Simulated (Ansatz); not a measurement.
# F2H3InSi: small, medium and large basis sets

An exercise on one series of results from a longer session: the logs are not shown, and one member is left open.

The runs use Ansatz 0.2.0, Gaussian basis; one geometry, several basis sets.

Levels to be run: PBE0-D4/def2-SVP; ωB97M-V/def2-SVP; PBE0-D4/def2-QZVPP; ωB97M-V/def2-QZVPP; the functionals' def2-TZVPP values are taken from earlier runs.

## The relaxed structure

An earlier PBE0-D4 in a triple-zeta def2 set relaxation fixed the geometry. In takes the def2 core potential; no spin-orbit term is included.

SMILES `[F][In]([F])[SiH3]`, 7 atoms, charge 0, spin multiplicity 1.

Atoms are counted from 1 here; the program's logs count them from 0.

Bond lengths: F1–In2 1.944 Å, In2–F3 1.944 Å, In2–Si4 2.541 Å, Si4–H5 1.482 Å, Si4–H6 1.483 Å, Si4–H7 1.482 Å. Angles: F1–In2–F3 106.0°, F1–In2–Si4 126.9°, F3–In2–Si4 127.2°, In2–Si4–H5 108.7°, In2–Si4–H6 107.5°, In2–Si4–H7 108.5°, H5–Si4–H6 110.6°, H5–Si4–H7 110.9°, H6–Si4–H7 110.5°.

Geometry (Å):

```
F     0.0855   -2.4642    1.5814
In    0.7303   -0.8960    0.6300
F     2.6647   -0.9109    0.8242
Si   -0.6758    0.8289   -0.5966
H     0.1608    1.4711   -1.6375
H    -1.1252    1.8296    0.4019
H    -1.8403    0.1416   -1.2034
```

The first run:

in.yaml reads:

```yaml
crystal:
  periodic: [false, false, false]
  atoms:
    - {symbol: F, position_ang: [0.085505, -2.464231, 1.581430]}
    - {symbol: In, position_ang: [0.730313, -0.895967, 0.629955]}
    - {symbol: F, position_ang: [2.664726, -0.910927, 0.824165]}
    - {symbol: Si, position_ang: [-0.675844, 0.828876, -0.596563]}
    - {symbol: H, position_ang: [0.160804, 1.471133, -1.637509]}
    - {symbol: H, position_ang: [-1.125200, 1.829566, 0.401924]}
    - {symbol: H, position_ang: [-1.840304, 0.141550, -1.203403]}
basis:
  gaussian: {orbitals: def2-SVP}
hamiltonian: {xc: pbe0, dispersion: d4}
output: {orbitals: {seedname: orbitals}}
```

Started as:

```sh
> ansatz run in.yaml --threads 2 --pin off --events-out ev --progress --plain --max-ram 22528MiB --backend cpu
```

Among the steps run: PBE0-D4 in def2-SVP; ωB97M-V in def2-SVP; PBE0-D4 in def2-QZVPP; ωB97M-V in def2-QZVPP.

One of the session's tables, all rows but one given; the rest of the session is left out.

It belongs to the step «Density functionals: the series». 

```
functional       basis  HOMO (eV)  LUMO (eV)
   PBE0-D4    def2-SVP      -8.80      -1.82
   PBE0-D4  def2-TZVPP      -8.90      -1.96
   PBE0-D4  def2-QZVPP          ?          ?
   ωB97M-V    def2-SVP     -10.85      -0.12
   ωB97M-V  def2-TZVPP     -10.97      -0.36
   ωB97M-V  def2-QZVPP     -10.99      -0.42
```

Estimate the missing values for PBE0-D4, def2-QZVPP.

**Answer.** HOMO (eV): -8.91; LUMO (eV): -1.99. In the column «HOMO (eV)» it lies between ωB97M-V, def2-SVP (-10.85) and PBE0-D4, def2-TZVPP (-8.90).
